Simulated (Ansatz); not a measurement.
# FH2NOSW: the cost of one run

Program: Ansatz 0.2.0. Level of theory: RKS BHLYP-D4/def2-SVP. These are calculated values, not measurements.

## 1. Where the work starts

SMILES `[NH2][W](=[O])([F])=[S]`, 7 atoms, charge 0, spin multiplicity 1.

Atoms are counted from 1 here; the program's logs count them from 0.

Bond lengths: N1–W2 1.936 Å, N1–H6 1.026 Å, N1–H7 1.025 Å, W2–O3 1.719 Å, W2–F4 1.884 Å, W2–S5 2.159 Å. Angles: W2–N1–H6 122.7°, W2–N1–H7 125.1°, H6–N1–H7 111.1°, N1–W2–O3 106.1°, N1–W2–F4 112.4°, N1–W2–S5 107.3°, O3–W2–F4 110.6°, O3–W2–S5 109.9°, F4–W2–S5 110.4°.

Geometry (Å):

```xyz
7
charge 0, multiplicity 1
N    -0.5156    0.9506   -0.5168
W     0.3325   -0.6372    0.1954
O    -0.9039   -1.8256    0.3182
F     1.7380   -1.2521   -0.8989
S     1.0736   -0.1402    2.1611
H    -1.4063    0.9223   -1.0255
H    -0.2573    1.9142   -0.2793
```

This geometry comes from a loose relaxation at PBE in a small basis, which is not shown.

## 3. The grid

First coordinate, umbrella angle at N1 (between each of its bonds and their common axis; 90 is planar): 9 values from 66 to 114 °. Second coordinate, change of the bonds N1–W2, N1–H6, N1–H7, all alike: 9 values from −0.144 to 0.223 Å.

Nothing else is relaxed (all other coordinates rigid). Energies count from the relaxed molecule at the same level. Points are written as (first, second).

(The set-up runs are not shown.)

## 4. Point (96°, −0.053 Å)

input.yaml

```yaml
crystal:
  periodic: [false, false, false]
  atoms:
    - { symbol: "N", position_ang: [-0.510045, 0.940644, -0.510283] }
    - { symbol: W, position_ang: [0.246433, -0.583351, 0.256004] }
    - { symbol: O, position_ang: [-0.989375, -1.724316, 0.370362] }
    - { symbol: F, position_ang: [1.645115, -1.239598, -0.789908] }
    - { symbol: S, position_ang: [0.953266, -0.048854, 2.193925] }
    - { symbol: H, position_ang: [-1.353895, 0.911235, -0.961864] }
    - { symbol: H, position_ang: [-0.296605, 1.837621, -0.254461] }
basis:
  gaussian: { orbitals: def2-SVP }
hamiltonian:
  xc: { name: BHLYP }
  dispersion: d4
output:
  forces: true
```

On the command line:

```bash
$ ansatz run input.yaml --threads 1 --pin off --max-ram 2560MiB --backend cpu --events-out ev --progress --plain --runs-dir out
```

What time and memory should one allow on 1 thread of Arm Neoverse V2, shared host?

About 5.3 s, with a peak of 0.2 GiB.
